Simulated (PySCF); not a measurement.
# tetrabromosilane (SiBr₄): NMR shifts at several levels of theory

Aim: compute the NMR shifts of tetrabromosilane (SiBr₄) (`Br[Si](Br)(Br)Br`) at several levels, and see how far they spread and what each costs.

Programs: PySCF 2.14.0, with density-fitted response routines of our own. Each step states its level of theory. These are calculated values for one molecule in the gas phase, unless marked as measured. Atoms count from 0, in the outputs and in this text.

## Step 1: The molecule as given

5 atoms, charge 0, multiplicity 1; geometry from: GFN2-xTB. The atoms were then displaced at random by about 0.01 Å, so the start is not that level's minimum.

Bonds of the start (Å): Br0–Si1 2.23, Si1–Br2 2.22, Si1–Br3 2.24, Si1–Br4 2.20.

## Step 2: Optimising the geometry at PBE0-D3(BJ)/def2-SVP

What the job is given:

```
{"job": {"xc": "PBE0", "basis": "def2-SVP", "d3": "d3bj", "grid": 1, "shake": 0.01, "kind": "geom"}, "charge": 0, "multiplicity": 1}
Br     0.542760    -1.673120    -1.375450
Si    -0.003920    -0.003770    -0.005430
Br    -0.903060     1.665440    -1.160880
Br     1.858320     0.705460     1.024350
Br    -1.460520    -0.727980     1.479510
```

Command:

```sh
$ OMP_NUM_THREADS=1 python probes_run.py task.json out
```

One launch serves the whole session: the jobs run in the order shown.

The program printed:

```text
step   0  E = -10583.66852783  max force = 0.010333
step   1  E = -10583.66632540  max force = 0.011460
step   2  E = -10583.66877634  max force = 0.005014
step   3  E = -10583.66935485  max force = 0.001812
step   4  E = -10583.66937114  max force = 0.000422
step   5  E = -10583.66936926  max force = 0.000319
optimisation converged
```

It took 61 s on 1 thread of Intel Xeon 6975P-C, shared host; peak memory 0.82 GiB.

The steps of the relaxation: (the energy doesn't fall at every step)

| step | energy from step 0 (eV) | largest force component (eV/Å) |
| --- | --- | --- |
| 0 | 0.0000 | 0.5313 |
| 1 | 0.0599 | 0.5893 |
| 2 | -0.0068 | 0.2578 |
| 3 | -0.0225 | 0.0932 |
| 4 | -0.0229 | 0.0217 |
| 5 | -0.0229 | 0.0164 |

Distances of close pairs at the start and the end, largest changes first:

| bond | before (Å) | after (Å) | change (Å) |
| --- | --- | --- | --- |
| Si1–Br3 | 2.243 | 2.202 | -0.041 |
| Br0–Si1 | 2.228 | 2.202 | -0.025 |
| Si1–Br2 | 2.220 | 2.202 | -0.018 |
| Si1–Br4 | 2.203 | 2.203 | +0.000 |

The next job starts from the end point, and lists it.

| at the end point | value |
| --- | --- |
| point group (found at 0.08 Å tolerance) | Td (approximate: the rotational constants differ) |
| rotational constants (GHz, main isotopes) | 0.496, 0.496, 0.494 |
| dipole moment (D) | 0.01 |

## Step 3: NMR shieldings: PBE0/6-31G*

What the job is given:

```
{"job": {"kind": "nmr", "xc": "PBE0", "basis": "6-31G*", "pop": true}, "charge": 0, "multiplicity": 1}
Br     2.194510     0.152000     0.181037
Si     0.006045    -0.007506    -0.006820
Br    -0.490833    -0.996032    -1.910868
Br    -0.873534     2.010448     0.036304
Br    -0.797808    -1.193358     1.666466
```

Method: GIAO PBE0/6-31G* NMR shielding, non-relativistic, gas phase.

The program printed:

```text
coarse grid: 35744 points
cycle   1  E = -10583.6927452926  dE = -3.519e+00  |g| = 4.116e-01  |ddm| = 2.821e+00
cycle   2  E = -10583.6257707007  dE =  6.697e-02  |g| = 6.233e-01  |ddm| = 1.438e+00
cycle   3  E = -10583.7452939603  dE = -1.195e-01  |g| = 5.718e-02  |ddm| = 8.955e-01
cycle   4  E = -10583.7458142359  dE = -5.203e-04  |g| = 2.776e-03  |ddm| = 4.939e-02
cycle   5  E = -10583.7458165407  dE = -2.305e-06  |g| = 4.398e-04  |ddm| = 6.483e-03
final grid: 64224 points
cycle   6  E = -10583.7458168940  dE = -3.888e-08  |g| = 4.581e-04  |ddm| = 1.158e-03
cycle   7  E = -10583.7458168540  dE =  4.001e-08  |g| = 5.629e-04  |ddm| = 1.292e-03
cycle   8  E = -10583.7458169398  dE = -8.585e-08  |g| = 1.000e-04  |ddm| = 7.959e-04
cycle   9  E = -10583.7458169419  dE = -2.135e-09  |g| = 4.314e-06  |ddm| = 1.204e-04
cycle  10  E = -10583.7458169420  dE = -1.637e-11  |g| = 1.736e-06  |ddm| = 9.786e-06
converged SCF energy = -10583.7458169420

GIAO shielding tensors (ppm)
atom      isotropic    diamagn.    paramagn.     s11        s22        s33       span
  0 Br    2159.497    3122.133    -962.636   1882.938   1887.679   2707.874    824.936
  1 Si     318.882     872.619    -553.737    318.350    318.629    319.666      1.316
  2 Br    2160.918    3122.125    -961.207   1884.586   1889.576   2708.592    824.006
  3 Br    2160.910    3122.151    -961.241   1884.933   1889.765   2708.032    823.099
  4 Br    2160.536    3122.140    -961.604   1883.676   1888.715   2709.216    825.540
```

Run time: 17 s. Hardware: 1 thread of Intel Xeon 6975P-C, shared host; peak memory 0.92 GiB.

Shifts follow as δ = σ(reference) − σ, with reference shieldings (ppm) from runs at the same level and on the same kind of geometry: 29Si TMS 418.1, 79Br HBr 2580. The references are single molecules in the gas phase. Atoms listed in one row are averaged.

| atoms | environment | σ (ppm) | δ (ppm) |
| --- | --- | --- | --- |
| Br0, Br2, Br3, Br4 | bromine bonded to Si | 2160 | 420 |
| Si1 | silicon bonded to 4 Br | 318.9 | 99.2 |

Charges from the same density, by scheme (e):

| atoms | Mulliken | IAO | Hirshfeld | ESP fit |
| --- | --- | --- | --- | --- |
| Br0, Br2, Br3, Br4 | -0.11 | -0.19 | -0.07 | 0.08 |
| Si1 | 0.43 | 0.75 | 0.28 | -0.31 |

Mayer bond orders: Br0–Si1 1.12, Si1–Br2 1.12, Si1–Br3 1.12, Si1–Br4 1.12.

## Step 4: Nuclear shieldings: PBE0/def2-SVP

What the job is given:

```
{"job": {"kind": "nmr", "xc": "PBE0", "basis": "def2-SVP", "pop": true}, "charge": 0, "multiplicity": 1}
Br     2.194510     0.152000     0.181037
Si     0.006045    -0.007506    -0.006820
Br    -0.490833    -0.996032    -1.910868
Br    -0.873534     2.010448     0.036304
Br    -0.797808    -1.193358     1.666466
```

Level: GIAO PBE0/def2-SVP NMR shielding, non-relativistic, gas phase.

The program printed:

```text
coarse grid: 35744 points
cycle   1  E = -10583.6100925314  dE = -3.625e+00  |g| = 4.012e-01  |ddm| = 2.784e+00
cycle   2  E = -10583.5409278385  dE =  6.916e-02  |g| = 6.238e-01  |ddm| = 1.291e+00
cycle   3  E = -10583.6586698114  dE = -1.177e-01  |g| = 5.825e-02  |ddm| = 8.039e-01
cycle   4  E = -10583.6591985756  dE = -5.288e-04  |g| = 3.825e-03  |ddm| = 3.990e-02
cycle   5  E = -10583.6592003041  dE = -1.729e-06  |g| = 1.296e-03  |ddm| = 5.160e-03
final grid: 64224 points
cycle   6  E = -10583.6591790081  dE = -1.358e-07  |g| = 1.105e-03  |ddm| = 2.437e-03
cycle   7  E = -10583.6591790510  dE = -4.293e-08  |g| = 9.271e-04  |ddm| = 1.668e-03
cycle   8  E = -10583.6591791437  dE = -9.269e-08  |g| = 9.539e-05  |ddm| = 7.566e-04
cycle   9  E = -10583.6591791464  dE = -2.692e-09  |g| = 1.254e-05  |ddm| = 1.282e-04
cycle  10  E = -10583.6591791464  dE = -1.819e-11  |g| = 1.486e-06  |ddm| = 1.546e-05
converged SCF energy = -10583.6591791464

GIAO shielding tensors (ppm)
atom      isotropic    diamagn.    paramagn.     s11        s22        s33       span
  0 Br    2130.800    3122.061    -991.261   1844.796   1849.140   2698.465    853.669
  1 Si     333.987     875.725    -541.737    333.462    333.722    334.778      1.316
  2 Br    2132.208    3122.050    -989.842   1846.258   1851.094   2699.272    853.014
  3 Br    2132.146    3122.076    -989.930   1846.647   1851.107   2698.684    852.036
  4 Br    2131.897    3122.064    -990.167   1845.317   1850.470   2699.902    854.585
```

It took 15 s on 1 thread of Intel Xeon 6975P-C, shared host; peak memory 0.91 GiB.

In short: δ Br0 479, Si1 73.2 ppm (means over like atoms).

## Step 5: Shielding tensors: PBE0/def2-TZVP

What the job is given:

```
{"job": {"kind": "nmr", "xc": "PBE0", "basis": "def2-TZVP", "pop": true}, "charge": 0, "multiplicity": 1}
Br     2.194510     0.152000     0.181037
Si     0.006045    -0.007506    -0.006820
Br    -0.490833    -0.996032    -1.910868
Br    -0.873534     2.010448     0.036304
Br    -0.797808    -1.193358     1.666466
```

Level: GIAO PBE0/def2-TZVP NMR shielding, non-relativistic, gas phase.

The program printed:

```text
coarse grid: 35744 points
cycle   1  E = -10584.9678464424  dE = -3.564e+00  |g| = 6.055e-01  |ddm| = 2.539e+00
cycle   2  E = -10584.9232916979  dE =  4.455e-02  |g| = 6.261e-01  |ddm| = 8.608e-01
cycle   3  E = -10585.0029283317  dE = -7.964e-02  |g| = 2.238e-01  |ddm| = 6.359e-01
cycle   4  E = -10585.0150500821  dE = -1.212e-02  |g| = 1.058e-02  |ddm| = 1.632e-01
cycle   5  E = -10585.0150709087  dE = -2.083e-05  |g| = 4.276e-03  |ddm| = 1.320e-02
cycle   6  E = -10585.0150739274  dE = -3.019e-06  |g| = 4.167e-04  |ddm| = 3.772e-03
final grid: 64224 points
cycle   7  E = -10585.0151025796  dE =  7.622e-09  |g| = 5.406e-04  |ddm| = 9.549e-04
cycle   8  E = -10585.0151024208  dE =  1.588e-07  |g| = 9.304e-04  |ddm| = 1.140e-03
cycle   9  E = -10585.0151026592  dE = -2.384e-07  |g| = 3.401e-05  |ddm| = 7.308e-04
cycle  10  E = -10585.0151026593  dE = -7.640e-11  |g| = 5.683e-06  |ddm| = 2.010e-05
converged SCF energy = -10585.0151026593

GIAO shielding tensors (ppm)
atom      isotropic    diamagn.    paramagn.     s11        s22        s33       span
  0 Br    2089.199    3122.978   -1033.779   1784.111   1788.431   2695.054    910.943
  1 Si     280.839     873.288    -592.449    280.251    280.574    281.692      1.441
  2 Br    2090.649    3122.966   -1032.318   1785.595   1790.349   2696.003    910.408
  3 Br    2090.564    3122.995   -1032.431   1785.948   1790.369   2695.374    909.426
  4 Br    2090.360    3122.979   -1032.619   1784.710   1789.714   2696.656    911.946
```

Run time: 30 s. Hardware: 1 thread of Intel Xeon 6975P-C, shared host; peak memory 1.3 GiB.

This run: δ Br0 515, Si1 50.7 ppm (means over like atoms).

## Step 6: NMR shieldings: PBE0/cc-pVDZ

What the job is given:

```
{"job": {"kind": "nmr", "xc": "PBE0", "basis": "cc-pVDZ", "pop": true}, "charge": 0, "multiplicity": 1}
Br     2.194510     0.152000     0.181037
Si     0.006045    -0.007506    -0.006820
Br    -0.490833    -0.996032    -1.910868
Br    -0.873534     2.010448     0.036304
Br    -0.797808    -1.193358     1.666466
```

Method: GIAO PBE0/cc-pVDZ NMR shielding, non-relativistic, gas phase.

The program printed:

```text
coarse grid: 35744 points
cycle   1  E = -10584.8357716724  dE = -3.447e+00  |g| = 3.863e-01  |ddm| = 3.918e+00
cycle   2  E = -10584.7604342441  dE =  7.534e-02  |g| = 6.397e-01  |ddm| = 2.727e+00
cycle   3  E = -10584.8855283588  dE = -1.251e-01  |g| = 2.678e-02  |ddm| = 1.536e+00
cycle   4  E = -10584.8857250852  dE = -1.967e-04  |g| = 7.412e-03  |ddm| = 6.484e-02
cycle   5  E = -10584.8857393446  dE = -1.426e-05  |g| = 8.794e-04  |ddm| = 2.043e-02
cycle   6  E = -10584.8857395347  dE = -1.901e-07  |g| = 1.084e-04  |ddm| = 3.270e-03
final grid: 64224 points
cycle   7  E = -10584.8857423131  dE = -4.273e-09  |g| = 1.241e-04  |ddm| = 7.086e-04
cycle   8  E = -10584.8857423067  dE =  6.385e-09  |g| = 1.884e-04  |ddm| = 6.765e-04
cycle   9  E = -10584.8857423177  dE = -1.100e-08  |g| = 1.075e-05  |ddm| = 4.245e-04
cycle  10  E = -10584.8857423177  dE = -4.729e-11  |g| = 1.579e-06  |ddm| = 3.231e-05
converged SCF energy = -10584.8857423177

GIAO shielding tensors (ppm)
atom      isotropic    diamagn.    paramagn.     s11        s22        s33       span
  0 Br    2152.512    3120.707    -968.196   1871.907   1875.968   2709.660    837.753
  1 Si     349.641     878.329    -528.688    349.154    349.365    350.403      1.249
  2 Br    2153.878    3120.700    -966.822   1873.307   1877.850   2710.478    837.171
  3 Br    2153.842    3120.724    -966.881   1873.710   1877.924   2709.894    836.184
  4 Br    2153.540    3120.714    -967.174   1872.393   1877.127   2711.101    838.709
```

It took 13 s on 1 thread of Intel Xeon 6975P-C, shared host; peak memory 0.97 GiB.

Key values: δ Br0 473, Si1 69.0 ppm (means over like atoms).

## Step 7: Nuclear shieldings: PBE0/cc-pVTZ

What the job is given:

```
{"job": {"kind": "nmr", "xc": "PBE0", "basis": "cc-pVTZ", "pop": true}, "charge": 0, "multiplicity": 1}
Br     2.194510     0.152000     0.181037
Si     0.006045    -0.007506    -0.006820
Br    -0.490833    -0.996032    -1.910868
Br    -0.873534     2.010448     0.036304
Br    -0.797808    -1.193358     1.666466
```

Method: GIAO PBE0/cc-pVTZ NMR shielding, non-relativistic, gas phase.

The program printed:

```text
coarse grid: 35744 points
cycle   1  E = -10585.1566468395  dE = -3.501e+00  |g| = 4.750e-01  |ddm| = 4.020e+00
cycle   2  E = -10585.1070576040  dE =  4.959e-02  |g| = 5.813e-01  |ddm| = 1.576e+00
cycle   3  E = -10585.1938816482  dE = -8.682e-02  |g| = 1.565e-01  |ddm| = 1.021e+00
cycle   4  E = -10585.1995426766  dE = -5.661e-03  |g| = 7.081e-03  |ddm| = 1.871e-01
cycle   5  E = -10585.1995528133  dE = -1.014e-05  |g| = 2.844e-03  |ddm| = 1.220e-02
cycle   6  E = -10585.1995543012  dE = -1.488e-06  |g| = 3.581e-04  |ddm| = 3.622e-03
final grid: 64224 points
cycle   7  E = -10585.1995097329  dE =  3.651e-09  |g| = 4.231e-04  |ddm| = 1.343e-03
cycle   8  E = -10585.1995096344  dE =  9.854e-08  |g| = 7.208e-04  |ddm| = 1.533e-03
cycle   9  E = -10585.1995097844  dE = -1.500e-07  |g| = 2.575e-05  |ddm| = 9.981e-04
cycle  10  E = -10585.1995097844  dE = -3.820e-11  |g| = 3.403e-06  |ddm| = 2.671e-05
converged SCF energy = -10585.1995097844

GIAO shielding tensors (ppm)
atom      isotropic    diamagn.    paramagn.     s11        s22        s33       span
  0 Br    2119.568    3121.600   -1002.032   1826.171   1830.457   2702.078    875.907
  1 Si     311.476     879.571    -568.095    310.934    311.227    312.267      1.333
  2 Br    2121.038    3121.592   -1000.554   1827.740   1832.401   2702.972    875.232
  3 Br    2120.950    3121.614   -1000.664   1828.048   1832.440   2702.363    874.315
  4 Br    2120.746    3121.605   -1000.859   1826.914   1831.712   2703.613    876.698
```

It took 29 s on 1 thread of Intel Xeon 6975P-C, shared host; peak memory 1.3 GiB.

Key values: δ Br0 498, Si1 48.5 ppm (means over like atoms).

## Step 8: Nuclear shieldings: PBE0/aug-cc-pVDZ

What the job is given:

```
{"job": {"kind": "nmr", "xc": "PBE0", "basis": "aug-cc-pVDZ", "pop": true}, "charge": 0, "multiplicity": 1}
Br     2.194510     0.152000     0.181037
Si     0.006045    -0.007506    -0.006820
Br    -0.490833    -0.996032    -1.910868
Br    -0.873534     2.010448     0.036304
Br    -0.797808    -1.193358     1.666466
```

Level: GIAO PBE0/aug-cc-pVDZ NMR shielding, non-relativistic, gas phase.

The program printed:

```text
coarse grid: 35744 points
cycle   1  E = -10584.8510897254  dE = -3.450e+00  |g| = 3.621e-01  |ddm| = 3.913e+00
cycle   2  E = -10584.7858695653  dE =  6.522e-02  |g| = 5.950e-01  |ddm| = 2.346e+00
cycle   3  E = -10584.8943003288  dE = -1.084e-01  |g| = 3.100e-02  |ddm| = 1.300e+00
cycle   4  E = -10584.8945737010  dE = -2.734e-04  |g| = 7.009e-03  |ddm| = 5.759e-02
cycle   5  E = -10584.8945867871  dE = -1.309e-05  |g| = 1.348e-03  |ddm| = 1.898e-02
cycle   6  E = -10584.8945871986  dE = -4.115e-07  |g| = 1.194e-04  |ddm| = 3.976e-03
final grid: 64224 points
cycle   7  E = -10584.8945904175  dE = -9.784e-09  |g| = 1.229e-04  |ddm| = 1.359e-03
cycle   8  E = -10584.8945904124  dE =  5.104e-09  |g| = 1.757e-04  |ddm| = 6.124e-04
cycle   9  E = -10584.8945904217  dE = -9.222e-09  |g| = 1.881e-05  |ddm| = 3.686e-04
cycle  10  E = -10584.8945904218  dE = -9.459e-11  |g| = 2.124e-06  |ddm| = 4.587e-05
converged SCF energy = -10584.8945904218

GIAO shielding tensors (ppm)
atom      isotropic    diamagn.    paramagn.     s11        s22        s33       span
  0 Br    2117.711    3120.261   -1002.549   1823.563   1828.430   2701.142    877.579
  1 Si     368.205     877.427    -509.222    367.761    367.958    368.896      1.135
  2 Br    2119.292    3120.269   -1000.976   1825.274   1830.580   2702.023    876.749
  3 Br    2119.194    3120.285   -1001.091   1825.563   1830.609   2701.409    875.846
  4 Br    2118.986    3120.293   -1001.308   1824.459   1829.822   2702.676    878.217
```

It took 20 s on 1 thread of Intel Xeon 6975P-C, shared host; peak memory 1.1 GiB.

This run: δ Br0 525, Si1 48.5 ppm (means over like atoms).

## Step 9: Shielding tensors: PBE0/pcSseg-0

What the job is given:

```
{"job": {"kind": "nmr", "xc": "PBE0", "basis": "pcSseg-0", "pop": true}, "charge": 0, "multiplicity": 1}
Br     2.194510     0.152000     0.181037
Si     0.006045    -0.007506    -0.006820
Br    -0.490833    -0.996032    -1.910868
Br    -0.873534     2.010448     0.036304
Br    -0.797808    -1.193358     1.666466
```

Method: GIAO PBE0/pcSseg-0 NMR shielding, non-relativistic, gas phase.

The program printed:

```text
coarse grid: 35744 points
cycle   1  E = -10572.9894126783  dE = -6.082e+00  |g| = 5.712e-01  |ddm| = 3.138e+00
cycle   2  E = -10572.9335186684  dE =  5.589e-02  |g| = 6.858e-01  |ddm| = 2.400e+00
cycle   3  E = -10573.0948709546  dE = -1.614e-01  |g| = 4.774e-02  |ddm| = 1.394e+00
cycle   4  E = -10573.0952513487  dE = -3.804e-04  |g| = 5.413e-03  |ddm| = 6.851e-02
cycle   5  E = -10573.0952567147  dE = -5.366e-06  |g| = 7.232e-04  |ddm| = 1.004e-02
final grid: 64224 points
cycle   6  E = -10573.0952521478  dE = -1.018e-07  |g| = 3.667e-04  |ddm| = 2.079e-03
cycle   7  E = -10573.0952521599  dE = -1.216e-08  |g| = 2.365e-04  |ddm| = 1.070e-03
cycle   8  E = -10573.0952521762  dE = -1.628e-08  |g| = 7.439e-05  |ddm| = 5.711e-04
cycle   9  E = -10573.0952521779  dE = -1.690e-09  |g| = 1.307e-06  |ddm| = 1.380e-04
cycle  10  E = -10573.0952521779  dE = -3.092e-11  |g| = 8.609e-07  |ddm| = 4.652e-06
converged SCF energy = -10573.0952521779

GIAO shielding tensors (ppm)
atom      isotropic    diamagn.    paramagn.     s11        s22        s33       span
  0 Br    2037.270    3117.744   -1080.474   1793.979   1800.981   2516.851    722.872
  1 Si     218.691     876.929    -658.239    218.102    218.369    219.602      1.500
  2 Br    2038.464    3117.746   -1079.283   1795.394   1802.440   2517.557    722.162
  3 Br    2038.568    3117.758   -1079.190   1795.945   1802.909   2516.850    720.904
  4 Br    2037.962    3117.747   -1079.785   1794.144   1801.346   2518.396    724.252
```

Run time: 9.5 s. Hardware: 1 thread of Intel Xeon 6975P-C, shared host; peak memory 0.94 GiB.

Key values: δ Br0 521, Si1 129.8 ppm (means over like atoms).

## Step 10: Run by run: NMR shifts

Shifts (ppm), means over like atoms, with basis size and wall time:

| run | Br0 | Si1 | functions | time |
| --- | --- | --- | --- | --- |
| PBE0/6-31G* | 420 | 99.2 | 146 | 17 s |
| PBE0/def2-SVP | 479 | 73.2 | 146 | 15 s |
| PBE0/def2-TZVP | 515 | 50.7 | 229 | 30 s |
| PBE0/cc-pVDZ | 473 | 69.0 | 126 | 13 s |
| PBE0/cc-pVTZ | 498 | 48.5 | 206 | 29 s |
| PBE0/aug-cc-pVDZ | 525 | 48.5 | 171 | 20 s |
| PBE0/pcSseg-0 | 521 | 129.8 | 113 | 9.5 s |

## Step 11: Outcome

```
                                                              quantity                 value
                                                           point group      Td (approximate)
                                  rotational constants (main isotopes)  0.50, 0.50, 0.49 GHz
79Br shifts against HBr (PBE0/6-31G*, means over atoms taken as alike)               420 ppm
                                 29Si shifts against TMS (PBE0/6-31G*)              99.2 ppm
                       range of the shift of Br0 (with its like atoms)        420 to 525 ppm
```

**Reading.** Single values in the summary come from the first sound run of each kind (PBE0/6-31G*), which need not be the best level. The start of the PBE0/def2-SVP relaxation was shaken at random by about 0.01 Å, so part of the energy gained, and of the first lengths quoted, undoes that. Relaxing lowered the energy by 0.023 eV in 5 steps; the close pair that moved most is Si1–Br3, from 2.243 to 2.202 Å. At PBE0/6-31G*: The widest tensor belongs to Br0, Br2, Br3, Br4: span 824 ppm, with a paramagnetic part of -962 ppm. In ppm, Br0 (with its like atoms) moves most: its shift spreads over 105 ppm, from 420 (PBE0/6-31G*) to 525 (PBE0/aug-cc-pVDZ). Part of that comes from the computed reference. Spin-orbit coupling is left out, which matters for shieldings and couplings at and beside the heavy atoms.
